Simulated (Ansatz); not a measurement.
# singlet GaHF+ at 3 levels

Aim: a comparison of 3 runs (HF/STO-3G, BLYP/STO-3G, MP2/STO-3G) of singlet GaHF+. 

The results are computed with Ansatz 0.2.0.

129 further runs of the same task are left out: 80 that didn't finish, 49 set aside as unsound or not needed.

**1. The system as given**

GaHF+: 3 atoms, total charge +1, spin state singlet. As SMILES of the parent species, `[F][GaH]`. The coordinates come from a PBE0-D4/def2-TZVP relaxation. That shape belongs to the parent species and isn't relaxed for this state.

Bond lengths: F1–Ga2 1.767 Å, Ga2–H3 1.610 Å. Angles: F1–Ga2–H3 114.1°.

**2. The energy at HF/STO-3G (run 1)**

Contents of molecule.yaml:

```yaml
crystal:
  periodic: [false, false, false]
  atoms:
    - symbol: F
      position_ang: [-1.252000, 0.451400, -0.644800]
    - symbol: Ga
      position_ang: [0.292400, 0.469800, 0.214100]
    - symbol: H
      position_ang: [0.948600, -0.985900, 0.417400]
basis:
  gaussian:
    orbitals: STO-3G
total_charge: 1
hamiltonian:
  xc: hf
accuracy: high
```

Started as:

```
ansatz run molecule.yaml --threads 1 --pin off --max-ram 2610MiB --events-out events.jsonl --progress --plain --runs-dir runs
```

Log:

```text
Warning: RAYON_NUM_THREADS=1 ignored (pool sized by the plan → 1); use --threads N
Functional definition: HF
  name "HF"
  exchange = exact_x
  correlation = 0
328 factors; integrals over basis functions are off by at most 3.1e-8 eV
mean field evaluation 1: about -54394.7235 eV, gradient 3.0e1 eV
mean field evaluation 2: about -54394.7600 eV, gradient 3.0e1 eV
mean field evaluation 4: about -54401.1379 eV, gradient 4.1e0 eV
mean field evaluation 8: about -54401.3950 eV, gradient 2.7e-1 eV
mean field evaluation 16: about -54401.3956 eV, gradient 7.9e-8 eV
mean field -54401.39560528 eV, -1999.2144139037 hartree, gradient 7.9e-8 eV, S^2 0.000000; 0 other end points of the search recorded, 0 dependent functions left out
reference -54401.39560528 eV, -1999.2144139037 hartree; 20, 20 occupied and 4, 4 virtual orbitals, 328 factors
Total energy: -54401.39560528 eV, -1999.2144139037 hartree
```

Wall time 0.26 s (1 thread of Arm Neoverse N1, shared host).

**3. The energy at BLYP/STO-3G (run 2)**

Contents of in.yaml:

```yaml
crystal:
  periodic: [false, false, false]
  atoms:
    - {symbol: F, position_ang: [-1.252000, 0.451400, -0.644800]}
    - {symbol: Ga, position_ang: [0.292400, 0.469800, 0.214100]}
    - {symbol: H, position_ang: [0.948600, -0.985900, 0.417400]}
basis:
  gaussian:
    orbitals: STO-3G
accuracy: high
total_charge: 1
hamiltonian:
  xc: {name: BLYP}
```

Started as:

```
ansatz run in.yaml --threads 1 --pin off --max-ram 2610MiB --events-out events.jsonl --progress --plain --runs-dir runs
```

Log:

```text
Warning: RAYON_NUM_THREADS=1 ignored (pool sized by the plan → 1); use --threads N
Functional definition: BLYP
  name "BLYP"
  parameter beta = 0.0042
  parameter a = 0.04918
  parameter b = 0.132
  parameter c = 0.2533
  parameter d = 0.349
  exchange = b88_x(beta = beta)
  correlation = lyp_c(a = a, b = b, c = c, d = d)
328 factors; integrals over basis functions are off by at most 3.1e-8 eV
mean field evaluation 1: about -53825.8920 eV, gradient 1.8e2 eV
mean field evaluation 2: about -54170.0917 eV, gradient 9.3e1 eV
mean field evaluation 4: about -54418.3991 eV, gradient 6.6e1 eV
mean field evaluation 8: about -54266.3711 eV, gradient 1.7e2 eV
mean field evaluation 16: about -54445.9898 eV, gradient 4.7e-2 eV
mean field evaluation 32: about -54442.1779 eV, gradient 9.1e0 eV
mean field -54445.98979022 eV, -2000.8532199734 hartree, gradient 2.2e-8 eV, S^2 0.000000; 1 other end points of the search recorded, 0 dependent functions left out
reference -54445.98982245 eV, -2000.8532211578 hartree; 20, 20 occupied and 4, 4 virtual orbitals, 328 factors
Total energy: -54445.98982245 eV, -2000.8532211578 hartree
```

Wall time 2.5 s (1 thread of Arm Neoverse N1, shared host).

**4. A single-point energy at MP2/STO-3G (run 3)**

Contents of job.yaml:

```yaml
crystal:
  periodic: [false, false, false]
  atoms:
    - {symbol: F, position_ang: [-1.252000, 0.451400, -0.644800]}
    - {symbol: Ga, position_ang: [0.292400, 0.469800, 0.214100]}
    - {symbol: H, position_ang: [0.948600, -0.985900, 0.417400]}
basis:
  gaussian:
    orbitals: STO-3G
accuracy: high
correlation:
  method: mp2
  frozen_orbitals: {F: 1, Ga: 9, H: 0}
total_charge: 1
```

Started as:

```
ansatz run job.yaml --threads 1 --pin off --max-ram 2610MiB --events-out events.jsonl --progress --plain --runs-dir runs
```

Log (excerpt; [...] marks lines left out):

```text
Warning: RAYON_NUM_THREADS=1 ignored (pool sized by the plan → 1); use --threads N
[... 2 set-up lines as earlier in the session ...]
[...]
328 factors; integrals over basis functions are off by at most 3.1e-8 eV
[...]
mean field -54401.39560528 eV, -1999.2144139037 hartree, gradient 7.9e-8 eV, S^2 0.000000; 0 other end points of the search recorded, 0 dependent functions left out; unrestricted orbitals would lower it
[...]
unrestricted determinant -54404.11074862 eV, -1999.3141935809 hartree, S^2 1.0151
10 core orbitals not correlated: weight in the atoms' cores, before any rotation towards them, 1.000 or more for the frozen orbitals, at most 0.000 for the correlated occupied ones
reference -54401.39560528 eV, -1999.2144139037 hartree; 10, 10 occupied and 4, 4 virtual orbitals, 328 factors
second order -2.65850031 eV of doubles, -0.00000000 eV of singles
WARN: the method's energy lies above the unrestricted determinant's, so it is not that of the lowest state
Total energy: -54404.05410559 eV, -1999.3121119882 hartree
```

Run time: 0.56 s. Hardware: 1 thread of Arm Neoverse N1, shared host.

**5. The series**

```csv
run,level,frozen core orbitals,energy (Eh),wall time
1,HF/STO-3G,–,-1999.214414,0.26 s
2,BLYP/STO-3G,–,-2000.853221,2.5 s
3,MP2/STO-3G,10,-1999.312112,0.56 s
```

**6. Summary of results**

| quantity | value |
| --- | --- |
| run 3: total energy | -1999.31211 Eh |
| run 3: correlation energy (10 core orbitals frozen) | -97.7 mEh |

What this shows: In run 3 the log says that unrestricted orbitals would lower the reference, so the values rest on an unstable closed-shell determinant (other closed-shell runs at this shape may share the fault). In runs 1, 2, 3 the basis is minimal, so the values are rough. All runs together took 3.3 s, the longest 2.5 s.
